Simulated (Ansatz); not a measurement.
## CH4BN, SMILES BC=N: the interaction energy of a dimer with the counterpoise correction, step by step

With the Ansatz DFT code, driven from Python.

At the Python prompt:
```pycon
>>> import ansatz as az
>>> FIRST = [
...     ('B', (-0.8688, 0.3144, -0.595)),
...     ('C', (0.3126, 0.1041, 0.3156)),
...     ('N', (0.8401, -1.0459, 0.3287)),
...     ('H', (-1.27, -0.4987, -1.2885)),
...     ('H', (-1.4263, 1.4168, -0.6468)),
...     ('H', (0.6981, 0.9298, 0.933)),
...     ('H', (1.714, -1.2205, 0.9527)),
... ]
>>> SECOND = [
...     ('B', (0.1445, -6.1579, -0.4942)),
...     ('C', (-0.5897, -4.8647, -0.2542)),
...     ('N', (-0.0055, -3.793, -0.5878)),
...     ('H', (1.1701, -6.2057, -0.9931)),
...     ('H', (-0.3762, -7.2359, -0.1851)),
...     ('H', (-1.5986, -4.8665, 0.1859)),
...     ('H', (-0.5225, -2.8449, -0.4557)),
... ]
>>> def energy(atoms, ghosts=()):
...     molecule = az.Crystal.molecule()
...     for symbol, xyz in atoms:
...         molecule = molecule.atom(symbol, xyz)
...     calc = (
...         molecule.calculation()
...         .basis(gaussian='def2-SVP')
...         .functional('pbe')
...     )
...     deck = calc.input()
...     if ghosts:
...         deck = deck.set(az.key.basis.gaussian.ghost_atoms, [{'symbol': s, 'position_ang': list(xyz)} for s, xyz in ghosts])
...     return az.Session.from_dict(deck).plan().execute().report['free_energy_ev']
...
>>> both = energy(FIRST + SECOND)
>>> alone = energy(FIRST) + energy(SECOND)
>>> ghosted = energy(FIRST, SECOND) + energy(SECOND, FIRST)
>>> print(f'dimer {both:.6f} eV')
dimer -6518.923293 eV
>>> print(f'interaction, uncorrected   {23.060548 * (both - alone):8.3f} kcal/mol')
interaction, uncorrected     -2.326 kcal/mol
>>> print(f'interaction, counterpoise  {23.060548 * (both - ghosted):8.3f} kcal/mol')
interaction, counterpoise    -0.859 kcal/mol
>>> print(f'basis-set superposition    {23.060548 * (alone - ghosted):8.3f} kcal/mol')
basis-set superposition       1.467 kcal/mol
```

Uncorrected it is -2.326 kcal/mol, with the counterpoise correction -0.859 kcal/mol; the difference, 1.467 kcal/mol, is the superposition error.

Caveats:
- Total energies depend on the basis set; only differences at equal settings carry meaning.
- The dimer is a generated trial pose of unrelaxed monomers, not a minimum, so the figure is no binding energy, and the basis set is small.
- This level lacks the dispersion part of the attraction (electrostatics and induction are there), which can decide the sign where the interaction is weak.
- Wall time of the script: 11 s on 1 thread of Arm Neoverse V1, with other jobs on the host, peak memory 0.21 GiB.
